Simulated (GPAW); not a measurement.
A run of GPAW 26.7.0 is set up as follows.

The input run.py:

```python
from ase import Atoms
from ase.calculators.mixing import SumCalculator
from ase.filters import FrechetCellFilter
from ase.io import write
from ase.optimize import BFGS
from dftd3.ase import DFTD3
from gpaw import GPAW, PW, setup_paths

setup_paths.insert(0, '.')

atoms = Atoms(['Sb', 'Sb', 'Sb', 'In'],
              cell=[[0.0, 3.794555, 3.794555],
                    [3.794555, 0.0, 3.794555],
                    [3.794555, 3.794555, 0.0]],
              scaled_positions=[[0.5, 0.5, 0.5],
                                [0.75, 0.75, 0.75],
                                [0.25, 0.25, 0.25],
                                [0.0, 0.0, 0.0]],
              pbc=True)

calc = GPAW(mode=PW(600),
            xc='PBEsol',
            kpts={'size': (5, 5, 5), 'gamma': True},
            occupations={'name': 'fermi-dirac', 'width': 0.05},
            nbands=45,
            convergence={'density': 1e-05, 'forces': 0.0001},
            maxiter=150,
            txt='gpaw.txt')
atoms.calc = SumCalculator([calc, DFTD3(method='pbesol', damping='d3zero')])
opt = BFGS(FrechetCellFilter(atoms), trajectory='relax.traj', logfile='-')
done = opt.run(fmax=0.02, steps=60)
calc.write('gs.gpw')
write('result.traj', atoms)
print('Converged:', done)
print('Cell:', atoms.cell.cellpar().round(4))
print('Volume:', round(atoms.get_volume(), 4))
print(atoms.get_scaled_positions().round(5))
```

Potentials or basis: PAW data sets generated in the run's folder for this functional, pw.

The run is started by

```console
$ gpaw-setup -f PBEsol In Sb
$ OMP_NUM_THREADS=1 python run.py
```

**Question.** Predict the relaxed cell.

**Answer.** a = 5.218 Å, b = 5.218 Å, c = 5.218 Å, α = 60.00°, β = 60.00°, γ = 60.00°.

**Question.** Estimate the band gap on the k mesh.

**Answer.** None (metal or under the smearing width).

**Question.** Estimate the space group after relaxing (to 0.05 Å).

**Answer.** Fm-3m (No. 225).

Final structure:
```xyz
4
Lattice="0.0000 3.6900 3.6900 3.6900 0.0000 3.6900 3.6900 3.6900 0.0000" Properties=species:S:1:pos:R:3 pbc="T T T"
Sb    3.6900    3.6900    3.6900
Sb    5.5350    5.5350    5.5350
Sb    1.8450    1.8450    1.8450
In    0.0000    0.0000    0.0000
```

Caveat: later steps reuse the first step's grids. The run has no spin-orbit coupling, so splittings on Sb are missing.
